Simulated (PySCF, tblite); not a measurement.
# B3H5N3O radical, a small gas-phase stand-in for a defect centre (BN ring, N edge): EPR parameters

Wanted: the EPR parameters for `[O]N1BNBNB1`. It is drawn as: oxygen hole.

Computed with tblite 0.8.0 and PySCF 2.14.0; each step states its level. No surroundings beyond the atoms listed, unless a continuum is named. Atoms count from 0, parts from 1.

## 1. Starting point

12 atoms, charge 0, multiplicity 2; geometry: distance geometry start.

## 2. Relaxing the cluster with GFN2-xTB

The job: settings as JSON, then the geometry in Å.

```
{"job": {"kind": "relax", "xc": "GFN2-xTB", "basis": "xTB"}, "charge": 0, "multiplicity": 2}
B      0.098596    -0.488784    -2.285289
N     -0.328993    -0.156884    -0.837693
B      0.580970    -0.703043     0.299071
N      1.009084    -2.208125     0.150279
B      0.925626    -2.801223    -1.272472
N      0.986341    -1.752923    -2.443901
O      2.225286    -1.566166    -3.006324
H     -0.691173    -0.349890    -3.079493
H     -0.659862     0.790230    -0.672317
H      1.400512    -0.000987     0.699888
H      1.795993    -2.493801     0.721359
H      0.219401    -3.658035    -1.421770
```

With the program's defaults for keys left out, this is: GFN2-xTB geometry optimisation, gas phase.

Command:

```
OMP_NUM_THREADS=1 python cluster_run.py task.json out
```

One launch serves the whole session: the jobs run in the order shown.

**Question.** The jobs that follow are: PBE0-D3(BJ)/def2-SVP geometry optimisation, gas phase; UKS B3LYP, IGLO-III on B N O, pcH-1 on H, non-relativistic, mean-field spin-orbit, GIAO; UKS BHandHLYP, IGLO-III on B N O, pcH-1 on H, non-relativistic, mean-field spin-orbit, GIAO. Predict: point group; rotational constants (main isotopes); g(iso) (B3LYP); ⟨S²⟩; largest a(iso) (averaged by class).

As calculated:

| quantity | value |
| --- | --- |
| point group | C2v |
| rotational constants (main isotopes) | 5.19, 2.66, 1.76 GHz |
| g(iso) (B3LYP) | 2.00983 |
| ⟨S²⟩ | 0.753 (exact 0.75) |
| largest a(iso) (averaged by class) | 17O on O6, -46.6 MHz |

In words: The start of the PBE0/def2-SVP relaxation was shaken at random by about 0.01 Å, so part of the energy gained, and of the first lengths quoted, undoes that. Over 4 steps the energy fell by 0.093 eV; of the close pairs, B0–N5 changed most, 1.418 to 1.460 Å (PBE0/def2-SVP). No frequency check was run at this level, so the end point may be a saddle. The largest share of the spin, 0.68 e, sits on O6. The isotropic g lies 7.5 ppt above the free-electron value. The coupling of 17O on O6 runs from -78.6 (BHandHLYP/IGLO-III+pcH-1) to -46.6 MHz (B3LYP/IGLO-III+pcH-1). A capped cluster stands for the solid here, so long-range fields and strain are missing, and bands or shifts of the capping hydrogens have no counterpart in it.
